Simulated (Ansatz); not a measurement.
**K+ with HF: superposition error and deformation**

Aim: split the binding of a pair into the counterpoise interaction, the basis-set superposition error and the cost of deforming the fragments.

Computed with Ansatz 0.2.0, Gaussian basis. Level: PBE0-D4 structures, single points in def2-TZVPPD.

Levels: PBE-D4, revPBE-D4, BLYP-D4, r2SCAN-D4, B97M-V, PBE0-D4, B3LYP-D4, HSE06-D4, wB97X-V, wB97M-V, B2PLYP, Hartree-Fock, MP2, CCSD, CCSD(T).

Correlated methods freeze the cores. The outer core shell of Li, Na, Mg and K is correlated. B3LYP uses VWN-RPA correlation. B2PLYP carries no dispersion term here.

129 further runs of the same task are left out: 129 set aside as unsound or not needed.

## (1) Where the work starts

The relaxed pair: 3 atoms, charge 1, spin multiplicity 1.

Atoms are counted from 1 here; the program's logs count them from 0.

Bond lengths: K1–F2 2.575 Å, F2–H3 0.927 Å. Angles: K1–F2–H3 179.9°.

Coordinates:

```csv
atom,x (Å),y (Å),z (Å)
K1,0.0416,0.0582,-2.0243
F2,-0.0110,-0.0154,0.5491
H3,-0.0306,-0.0429,1.4752
```

Atoms 1 to 1 are fragment A (K+), the rest fragment B (HF). From earlier runs, pair energy (eV) and counterpoise interaction (kJ/mol):

```
   method       E(pair)  interaction
   PBE-D4  -19046.44885       -50.33
revPBE-D4  -19051.41519       -46.49
  BLYP-D4  -19054.75502       -49.68
r2SCAN-D4  -19052.95910       -51.84
   B97M-V  -19049.85523       -51.33
  PBE0-D4  -19047.82181       -51.79
 B3LYP-D4  -19055.47464       -52.16
 HSE06-D4  -19047.48690       -51.80
  wB97X-V  -19051.90883       -51.65
  wB97M-V  -19053.62289       -51.63
   B2PLYP  -19049.63716       -50.63
      MP2  -19034.80444       -49.47
  CCSD(T)  -19035.40331       -49.13
```

First each fragment is run alone in its own basis, frozen in the shape it has in the pair (a, b).

## (2) wB97X-V/def2-TZVPPD

File a/in.yaml:

```yaml
crystal:
  periodic: [false, false, false]
  atoms:
    - {symbol: K, position_ang: [0.041649, 0.058230, -2.024327]}
basis:
  gaussian: {orbitals: "def2-TZVPPD.json"}
total_charge: 1
hamiltonian: {xc: {name: wB97X-V}}
```

File b/in.yaml:

```yaml
crystal:
  periodic: [false, false, false]
  atoms:
    - {symbol: F, position_ang: [-0.011016, -0.015446, 0.549122]}
    - {symbol: H, position_ang: [-0.030633, -0.042883, 1.475205]}
basis:
  gaussian: {orbitals: "def2-TZVPPD.json"}
hamiltonian: {xc: {name: wB97X-V}}
```

The basis file named in the input lies beside it (Basis Set Exchange, JSON).

One command serves all of them, each in its own folder.

Command:

```sh
ansatz run in.yaml --threads 2 --pin off --events-out ev --progress --plain --max-ram 5222MiB
```

Output in a:

```text
Functional definition: wB97X-V
  name "wB97X-V"
  cite "Mardirossian & Head-Gordon, Phys. Chem. Chem. Phys. 16, 9904 (2014) doi:10.1039/C3CP54374A"
  cite "Becke, J. Chem. Phys. 107, 8554 (1997) doi:10.1063/1.475007"
  cite "Vydrov & Van Voorhis, J. Chem. Phys. 133, 244103 (2010) doi:10.1063/1.3521275"
  parameter omega = 0.3/bohr
  parameter cx = 0.167
  parameter cx1 = 0.603
  parameter cx2 = 1.194
  parameter css0 = 0.556
  parameter css1 = -0.257
  parameter cos0 = 1.219
  parameter cos1 = -1.850
  parameter b = 6.0
  parameter c = 0.01
  exchange = spin_sum(e_x_unif_sr(omega)*poly(b97_u_x, 1 - cx, cx1, cx2)) + cx*exact_x_sr(omega) + exact_x_lr(omega)
  correlation = spin_sum(e_c_pw_same_spin*poly(b97_u_same, css0, css1))
      + integral(e_c_pw_opposite_spin*poly(b97_u_opposite, cos0, cos1)) + vv10(b, c)
294 factors; their error is unknown
80 factors; integrals over basis functions are off by at most 9.2e-5 eV
mean field evaluation 1: about -16317.7546 eV, gradient 5.6e-1 eV
mean field evaluation 2: about -16317.7547 eV, gradient 5.6e-1 eV
mean field evaluation 4: about -16317.7553 eV, gradient 1.1e-2 eV
mean field evaluation 8: about -16317.8030 eV, gradient 1.8e-4 eV
mean field -16317.80298627 eV, -599.6681991414 hartree, gradient 7.1e-6 eV, S^2 0.000000; 0 other end points of the search recorded, 0 dependent functions left out
reference -16317.80298498 eV, -599.6681990939 hartree; 9, 9 occupied and 27, 27 virtual orbitals, 294 factors
Total energy: -16317.80298498 eV, -599.6681990939 hartree
```

b printed, cut to the lines that bear on the results:

```text
[... 5 set-up lines as earlier in the session ...]
[...]
      + integral(e_c_pw_opposite_spin*poly(b97_u_opposite, cos0, cos1)) + vv10(b, c)
256 factors; their error is unknown
78 factors; integrals over basis functions are off by at most 2.5e-5 eV
[...]
mean field -2733.56333441 eV, -100.4565996637 hartree, gradient 1.2e-5 eV, S^2 0.000000; 0 other end points of the search recorded, 0 dependent functions left out
reference -2733.56333258 eV, -100.4565995966 hartree; 5, 5 occupied and 52, 52 virtual orbitals, 256 factors
Total energy: -2733.56333258 eV, -100.4565995966 hartree
```

Wall times: 1.1 s (a), 0.55 s (b) on 2 threads of Arm Neoverse V1, shared host.

## (3) wB97M-V/def2-TZVPPD

The same edit goes into each in.yaml of step 2 (a, b):

```diff
-hamiltonian: {xc: {name: wB97X-V}}
+hamiltonian: {xc: {name: wB97M-V}}
```

The same command starts each run, in its folder.

Command:

```sh
ansatz run in.yaml --threads 2 --pin off --events-out ev --progress --plain --max-ram 5222MiB
```

Log of a, cut to the lines that bear on the results:

```text
Functional definition: wB97M-V
  name "wB97M-V"
  cite "Mardirossian & Head-Gordon, J. Chem. Phys. 144, 214110 (2016) doi:10.1063/1.4952647"
[... 2 set-up lines as earlier in the session ...]
  # Of w^i u^j: cxij and so on, Table III.
[...]
  gx(w, u) = 1 - cx + cx01*u + cx10*w
  gss(w, u) = css00 + css04*u^4 + css10*w + css20*w^2 + css43*w^4*u^3
  gos(w, u) = cos00 + cos10*w + (cos20 + cos21*u)*w^2 + (cos60 + cos61*u)*w^6
[...]
      + integral(e_c_pw_mod_opposite_spin*gos(b97_w_opposite, b97_u_opposite)) + vv10(b, c)
294 factors; their error is unknown
80 factors; integrals over basis functions are off by at most 9.2e-5 eV
[...]
mean field -16319.33110416 eV, -599.7243564378 hartree, gradient 8.1e-6 eV, S^2 0.000000; 0 other end points of the search recorded, 0 dependent functions left out
reference -16319.33114010 eV, -599.7243577587 hartree; 9, 9 occupied and 27, 27 virtual orbitals, 294 factors
Total energy: -16319.33114010 eV, -599.7243577587 hartree
```

b printed, cut to the lines that bear on the results:

```text
[... 5 set-up lines as earlier in the session ...]
  # Of w^i u^j: cxij and so on, Table III.
[...]
  gx(w, u) = 1 - cx + cx01*u + cx10*w
  gss(w, u) = css00 + css04*u^4 + css10*w + css20*w^2 + css43*w^4*u^3
  gos(w, u) = cos00 + cos10*w + (cos20 + cos21*u)*w^2 + (cos60 + cos61*u)*w^6
[...]
      + integral(e_c_pw_mod_opposite_spin*gos(b97_w_opposite, b97_u_opposite)) + vv10(b, c)
256 factors; their error is unknown
78 factors; integrals over basis functions are off by at most 2.5e-5 eV
[...]
mean field -2733.75076204 eV, -100.4634875022 hartree, gradient 6.5e-5 eV, S^2 0.000000; 0 other end points of the search recorded, 0 dependent functions left out
reference -2733.75080678 eV, -100.4634891462 hartree; 5, 5 occupied and 52, 52 virtual orbitals, 256 factors
Total energy: -2733.75080678 eV, -100.4634891462 hartree
```

They took 1.2 s (a), 0.55 s (b) on 2 threads of Arm Neoverse V1, shared host.

## (4) B2PLYP/def2-TZVPPD

The same edit goes into each in.yaml of step 3 (a, b):

```diff
-hamiltonian: {xc: {name: wB97M-V}}
+hamiltonian: {xc: {name: B2PLYP}}
```

One command serves all of them, each in its own folder.

Command:

```sh
ansatz run in.yaml --threads 2 --pin off --events-out ev --progress --plain --max-ram 5222MiB
```

Log of a, cut to the lines that bear on the results:

```text
Functional definition: B2PLYP
  name "B2PLYP"
  cite "Grimme, J. Chem. Phys. 124, 034108 (2006) doi:10.1063/1.2148954"
  cite "Becke, Phys. Rev. A 38, 3098 (1988) doi:10.1103/PhysRevA.38.3098"
  cite "Lee, Yang & Parr, Phys. Rev. B 37, 785 (1988) doi:10.1103/PhysRevB.37.785"
[...]
206 factors; integrals over basis functions are off by at most 1.5e-4 eV
[...]
mean field -16314.67160316 eV, -599.5531229344 hartree, gradient 5.3e-6 eV, S^2 0.000000; 0 other end points of the search recorded, 0 dependent functions left out
5 core orbitals not correlated: weight in the atoms' cores, before any rotation towards them, 1.000 or more for the frozen orbitals, at most 0.000 for the correlated occupied ones
reference -16314.67168109 eV, -599.5531257983 hartree; 4, 4 occupied and 27, 27 virtual orbitals, 206 factors
second order -4.82704404 eV of doubles, -0.00000000 eV of singles
Total energy: -16315.97498298 eV, -599.6010212594 hartree
```

Output in b, cut to the lines that bear on the results:

```text
[... 5 set-up lines as earlier in the session ...]
[...]
352 factors; integrals over basis functions are off by at most 1.2e-3 eV
[...]
mean field -2730.76773537 eV, -100.3538632941 hartree, gradient 3.3e-6 eV, S^2 0.000000; 0 other end points of the search recorded, 0 dependent functions left out
1 core orbitals not correlated: weight in the atoms' cores, before any rotation towards them, 1.000 or more for the frozen orbitals, at most 0.000 for the correlated occupied ones
reference -2730.76784125 eV, -100.3538671849 hartree; 4, 4 occupied and 52, 52 virtual orbitals, 352 factors
second order -8.72438081 eV of doubles, -0.00000000 eV of singles
Total energy: -2733.12342407 eV, -100.4404332568 hartree
```

Times: 0.4 s (a), 0.3 s (b) on 2 threads of Arm Neoverse V1, shared host.

## (5) B97M-V/def2-TZVPPD

Each input of step 4 (a, b) changes in the same lines:

```diff
-hamiltonian: {xc: {name: B2PLYP}}
+hamiltonian: {xc: {name: B97M-V}}
```

One command serves all of them, each in its own folder.

Command:

```sh
ansatz run in.yaml --threads 2 --pin off --events-out ev --progress --plain --max-ram 5222MiB
```

a printed, cut to the lines that bear on the results:

```text
Functional definition: B97M-V
  name "B97M-V"
  cite "Mardirossian & Head-Gordon, J. Chem. Phys. 142, 074111 (2015) doi:10.1063/1.4907719"
[... 2 set-up lines as earlier in the session ...]
  # Of w^i u^j: cxij and so on, Table III.
[...]
  gx(w, u) = cx00 + cx01*u + cx02*u^2 + (cx10 + cx11*u)*w
  gss(w, u) = css00 + css02*u^2 + css10*w + (css32*w^3 + css42*w^4)*u^2
  gos(w, u) = cos00 + cos01*u + cos03*u^3 + cos10*w + cos32*w^3*u^2
[...]
      + integral(e_c_pw_mod_opposite_spin*gos(b97_w_opposite, b97_u_opposite)) + vv10(b, c)
286 factors; their error is unknown
[...]
mean field -16315.86215186 eV, -599.5968747921 hartree, gradient 7.4e-6 eV, S^2 0.000000; 0 other end points of the search recorded, 0 dependent functions left out
reference -16315.86217914 eV, -599.5968757948 hartree; 9, 9 occupied and 27, 27 virtual orbitals, 286 factors
Total energy: -16315.86217914 eV, -599.5968757948 hartree
```

Log of b, cut to the lines that bear on the results:

```text
[... 5 set-up lines as earlier in the session ...]
  # Of w^i u^j: cxij and so on, Table III.
[...]
  gx(w, u) = cx00 + cx01*u + cx02*u^2 + (cx10 + cx11*u)*w
  gss(w, u) = css00 + css02*u^2 + css10*w + (css32*w^3 + css42*w^4)*u^2
  gos(w, u) = cos00 + cos01*u + cos03*u^3 + cos10*w + cos32*w^3*u^2
[...]
      + integral(e_c_pw_mod_opposite_spin*gos(b97_w_opposite, b97_u_opposite)) + vv10(b, c)
256 factors; their error is unknown
[...]
mean field -2733.45634611 eV, -100.4526679162 hartree, gradient 3.8e-5 eV, S^2 0.000000; 0 other end points of the search recorded, 0 dependent functions left out
reference -2733.45640084 eV, -100.4526699276 hartree; 5, 5 occupied and 52, 52 virtual orbitals, 256 factors
Total energy: -2733.45640084 eV, -100.4526699276 hartree
```

Times: 0.95 s (a), 0.55 s (b) on 2 threads of Arm Neoverse V1, shared host.

## (6) CCSD(T)/def2-TZVPPD

The same edit goes into each in.yaml of step 5 (a, b):

```diff
-hamiltonian: {xc: {name: B97M-V}}
+correlation: {method: ccsd_t}
```

Each run has its own folder and the same command.

Command:

```sh
ansatz run in.yaml --threads 2 --pin off --events-out ev --progress --plain --max-ram 5222MiB
```

Output in a, cut to the lines that bear on the results:

```text
Functional definition: HF
  name "HF"
  cite "Fock, Z. Phys. 61, 126 (1930) doi:10.1007/BF01340294"
  parent pbe
[...]
206 factors; integrals over basis functions are off by at most 1.5e-4 eV
[...]
mean field -16299.78475555 eV, -599.0060413757 hartree, gradient 2.4e-6 eV, S^2 0.000000; 0 other end points of the search recorded, 0 dependent functions left out
5 core orbitals not correlated: weight in the atoms' cores, before any rotation towards them, 1.000 or more for the frozen orbitals, at most 0.000 for the correlated occupied ones
reference -16299.78475555 eV, -599.0060413757 hartree; 4, 4 occupied and 27, 27 virtual orbitals, 206 factors
second order -4.10192687 eV of doubles, -0.00000000 eV of singles
cycle   1  -4.37575722 eV  change   -2.7e-1 eV  update   1.9e-2
[...]
cycle   6  -4.41655001 eV  change   -2.1e-6 eV  update   3.3e-6
perturbative correction -0.04592391 eV, -0.0016876725 hartree
Total energy: -16304.24722947 eV, -599.1700342674 hartree
```

b printed, cut to the lines that bear on the results:

```text
[... 4 set-up lines as earlier in the session ...]
[...]
352 factors; integrals over basis functions are off by at most 1.2e-3 eV
[...]
mean field -2722.92911509 eV, -100.0657993121 hartree, gradient 1.7e-6 eV, S^2 0.000000; 0 other end points of the search recorded, 0 dependent functions left out
1 core orbitals not correlated: weight in the atoms' cores, before any rotation towards them, 1.000 or more for the frozen orbitals, at most 0.000 for the correlated occupied ones
reference -2722.92911509 eV, -100.0657993121 hartree; 4, 4 occupied and 52, 52 virtual orbitals, 352 factors
second order -7.44359375 eV of doubles, -0.00000000 eV of singles
cycle   1  -7.34888237 eV  change    9.5e-2 eV  update   4.7e-2
[...]
cycle   9  -7.49678822 eV  change    1.9e-6 eV  update   1.5e-6
perturbative correction -0.18585015 eV, -0.0068298669 hartree
Total energy: -2730.61175346 eV, -100.3481310647 hartree
```

They took 0.15 s (a), 0.3 s (b) on 2 threads of Arm Neoverse V1, shared host.

## (7) Relaxing HF alone

File relax-b/in.yaml:

```yaml
crystal:
  periodic: [false, false, false]
  atoms:
    - {symbol: F, position_ang: [-0.011016, -0.015446, 0.549122]}
    - {symbol: H, position_ang: [-0.030633, -0.042883, 1.475205]}
basis:
  gaussian: {orbitals: def2-TZVP}
hamiltonian: {xc: pbe0, dispersion: d4}
relax: {f_tol: 0.005, max_steps: 200}
```

Command:

```sh
ansatz run in.yaml --threads 2 --pin off --events-out ev --progress --plain --max-ram 5222MiB
```

The program printed, cut to the lines that bear on the results:

```text
Functional definition: PBE0
  name "PBE0"
  cite "Adamo & Barone, J. Chem. Phys. 110, 6158 (1999) doi:10.1063/1.478522"
  cite "Perdew, Burke & Ernzerhof, Phys. Rev. Lett. 77, 3865 (1996) doi:10.1103/PhysRevLett.77.3865"
[... 1 set-up line as earlier in the session ...]
[...]
200 factors; their error is unknown
[...]
mean field -2731.80037932 eV, -100.3918122592 hartree, gradient 6.8e-6 eV, S^2 0.000000; 0 other end points of the search recorded, 0 dependent functions left out
[...]
reference -2731.80038786 eV, -100.3918125729 hartree; 5, 5 occupied and 32, 32 virtual orbitals, 200 factors
relax step   1: F+E_penalty+E_count = -2731.80189479 eV  Δ(F+E_penalty+E_count) = +0.000e0 eV  max|allowed force component| = 3.935e-1 eV/Å  Δτ_max = 0.0000 Å  (21 SCF iters, accepted)
[...]
relax step   2: F+E_penalty+E_count = -2731.80315819 eV  Δ(F+E_penalty+E_count) = -1.263e-3 eV  max|allowed force component| = 8.145e-2 eV/Å  Δτ_max = 0.0026 Å  (25 SCF iters, accepted)
[...]
relax step   3: F+E_penalty+E_count = -2731.80321324 eV  Δ(F+E_penalty+E_count) = -5.505e-5 eV  max|allowed force component| = 1.411e-3 eV/Å  Δτ_max = 0.0007 Å  (25 SCF iters, accepted)
200 factors; their error is unknown
[...]
mean field -2731.80169996 eV, -100.3918607918 hartree, gradient 2.5e-5 eV, S^2 0.000000; 1 other end points of the search recorded, 0 dependent functions left out
[...]
reference -2731.80170840 eV, -100.3918611018 hartree; 5, 5 occupied and 32, 32 virtual orbitals, 200 factors
Total energy: -2731.80322168 eV, -100.3919167141 hartree
Atom 0 at    -0.011087    -0.015545     0.552453 Å, force     0.000030     0.000042    -0.001411 eV/Å
Atom 1 at    -0.030562    -0.042784     1.471874 Å, force    -0.000030    -0.000042     0.001411 eV/Å
Dipole moment:    -0.008485    -0.011867     0.400551 e Å
```

Wall time 0.6 s (2 threads of Arm Neoverse V1, shared host).

The steps of the relaxation:

| step | energy from step 1 (eV) | largest force component (eV/Å) |
| --- | --- | --- |
| 1 | 0.0000 | 0.3935 |
| 2 | -0.0013 | 0.0814 |
| 3 | -0.0013 | 0.0014 |

The bond:

| bond | before (Å) | after (Å) | change (Å) |
| --- | --- | --- | --- |
| F1–H2 | 0.927 | 0.920 | -0.007 |

## (8) PBE-D4/def2-TZVPPD

File free-b/in.yaml:

```yaml
crystal:
  periodic: [false, false, false]
  atoms:
    - {symbol: F, position_ang: [-0.011087, -0.015545, 0.552453]}
    - {symbol: H, position_ang: [-0.030562, -0.042784, 1.471874]}
basis:
  gaussian: {orbitals: "def2-TZVPPD.json"}
hamiltonian: {xc: pbe, dispersion: d4}
```

Command:

```sh
ansatz run in.yaml --threads 2 --pin off --events-out ev --progress --plain --max-ram 5222MiB
```

The program printed:

```text
Functional definition: PBE
  name "PBE"
[... 2 set-up lines as earlier in the session ...]
  parameter kappa = 0.804
  parameter beta = 0.06672455060314922
  exchange = pbe_x(kappa = kappa, mu = beta*pi^2/3)
  correlation = pbe_c(beta = beta)
256 factors; their error is unknown
mean field evaluation 1: about -2730.2439 eV, gradient 3.5e1 eV
mean field evaluation 2: about -2724.0986 eV, gradient 7.5e1 eV
mean field evaluation 4: about -2731.9305 eV, gradient 4.9e-1 eV
mean field evaluation 8: about -2731.9296 eV, gradient 1.2e-1 eV
mean field -2731.92962137 eV, -100.3965618168 hartree, gradient 3.7e-5 eV, S^2 0.000000; 0 other end points of the search recorded, 0 dependent functions left out
reference -2731.92965908 eV, -100.3965632028 hartree; 5, 5 occupied and 52, 52 virtual orbitals, 256 factors
Total energy: -2731.93155296 eV, -100.3966328015 hartree
```

Wall time 0.2 s (2 threads of Arm Neoverse V1, shared host).

## (9) r2SCAN-D4/def2-TZVPPD

free-b/in.yaml: that of step 8 with these lines changed.

```diff
@@ -7,2 +7,2 @@
   gaussian: {orbitals: "def2-TZVPPD.json"}
-hamiltonian: {xc: pbe, dispersion: d4}
+hamiltonian: {xc: r2scan, dispersion: d4}
```

Command:

```sh
ansatz run in.yaml --threads 2 --pin off --events-out ev --progress --plain --max-ram 5222MiB
```

The program printed:

```text
Functional definition: r2SCAN
  name "r2SCAN"
  cite "Furness, Kaplan, Ning, Perdew & Sun, J. Phys. Chem. Lett. 11, 8208 (2020) doi:10.1021/acs.jpclett.0c02405"
  cite "Furness, Kaplan, Ning, Perdew & Sun, J. Phys. Chem. Lett. 11, 9248 (2020) doi:10.1021/acs.jpclett.0c03077"
  parent r2scan
  parameter k0 = 0.174
  parameter k1 = 0.065
  parameter a1 = 4.9479
  exchange = r2scan_x(k0 = k0, k1 = k1, a1 = a1)
  correlation = r2scan_c
256 factors; their error is unknown
mean field evaluation 1: about -2731.8204 eV, gradient 3.4e1 eV
mean field evaluation 2: about -2728.6344 eV, gradient 5.9e1 eV
mean field evaluation 4: about -2733.3503 eV, gradient 3.6e-1 eV
mean field evaluation 8: about -2733.3494 eV, gradient 1.2e-3 eV
mean field -2733.34937660 eV, -100.4487368593 hartree, gradient 7.1e-6 eV, S^2 0.000000; 0 other end points of the search recorded, 0 dependent functions left out
reference -2733.34938970 eV, -100.4487373406 hartree; 5, 5 occupied and 52, 52 virtual orbitals, 256 factors
Total energy: -2733.34984723 eV, -100.4487541547 hartree
```

Run time: 0.5 s. Hardware: 2 threads of Arm Neoverse V1, shared host.

## (10) PBE0-D4/def2-TZVPPD

free-b/in.yaml: that of step 9 with these lines changed.

```diff
@@ -7,2 +7,3 @@
   gaussian: {orbitals: "def2-TZVPPD.json"}
-hamiltonian: {xc: r2scan, dispersion: d4}
+hamiltonian: {xc: pbe0, dispersion: d4}
+output: {orbitals: {seedname: orbitals}}
```

Command:

```sh
ansatz run in.yaml --threads 2 --pin off --events-out ev --progress --plain --max-ram 5222MiB
```

The program printed, cut to the lines that bear on the results:

```text
[... 5 set-up lines as earlier in the session ...]
  parameter a = 0.25
[... 2 set-up lines as earlier in the session ...]
  exchange = (1 - a)*pbe_x(kappa = kappa, mu = beta*pi^2/3) + a*exact_x
[... 1 set-up line as earlier in the session ...]
256 factors; their error is unknown
mean field evaluation 1: about -2730.5267 eV, gradient 3.2e1 eV
mean field evaluation 2: about -2728.8041 eV, gradient 4.9e1 eV
mean field evaluation 4: about -2731.9118 eV, gradient 1.4e-1 eV
mean field evaluation 8: about -2731.9214 eV, gradient 9.0e-3 eV
mean field -2731.92136534 eV, -100.3962584135 hartree, gradient 2.9e-5 eV, S^2 0.000000; 0 other end points of the search recorded, 0 dependent functions left out
reference -2731.92139347 eV, -100.3962594473 hartree; 5, 5 occupied and 52, 52 virtual orbitals, 256 factors
Total energy: -2731.92290676 eV, -100.3963150595 hartree
```

It took 0.2 s on 2 threads of Arm Neoverse V1, shared host.

## (11) B3LYP-D4/def2-TZVPPD

free-b/in.yaml: that of step 10 with these lines changed.

```diff
@@ -7,3 +7,2 @@
   gaussian: {orbitals: "def2-TZVPPD.json"}
-hamiltonian: {xc: pbe0, dispersion: d4}
-output: {orbitals: {seedname: orbitals}}
+hamiltonian: {xc: {name: B3LYP}, dispersion: d4}
```

Command:

```sh
ansatz run in.yaml --threads 2 --pin off --events-out ev --progress --plain --max-ram 5222MiB
```

The program printed:

```text
Functional definition: B3LYP
  name "B3LYP"
  cite "Stephens, Devlin, Chabalowski & Frisch, J. Phys. Chem. 98, 11623 (1994) doi:10.1021/j100096a001"
[... 2 set-up lines as earlier in the session ...]
  cite "Vosko, Wilk & Nusair, Can. J. Phys. 58, 1200 (1980) doi:10.1139/p80-159"
  parameter a0 = 0.2
  parameter ax = 0.72
  parameter ac = 0.81
  exchange = (1 - a0 - ax)*slater_x + ax*b88_x + a0*exact_x
  correlation = (1 - ac)*vwn_rpa_c + ac*lyp_c
256 factors; their error is unknown
mean field evaluation 1: about -2733.0324 eV, gradient 3.4e1 eV
mean field evaluation 2: about -2730.2164 eV, gradient 5.8e1 eV
mean field evaluation 4: about -2734.6060 eV, gradient 1.8e-1 eV
mean field evaluation 8: about -2734.6134 eV, gradient 7.0e-4 eV
mean field -2734.61342224 eV, -100.4951896798 hartree, gradient 8.3e-5 eV, S^2 0.000000; 0 other end points of the search recorded, 0 dependent functions left out
reference -2734.61359751 eV, -100.4951961208 hartree; 5, 5 occupied and 52, 52 virtual orbitals, 256 factors
Total energy: -2734.61658721 eV, -100.4953059903 hartree
```

Wall time 0.2 s (2 threads of Arm Neoverse V1, shared host).

[end of part 1 of 2]
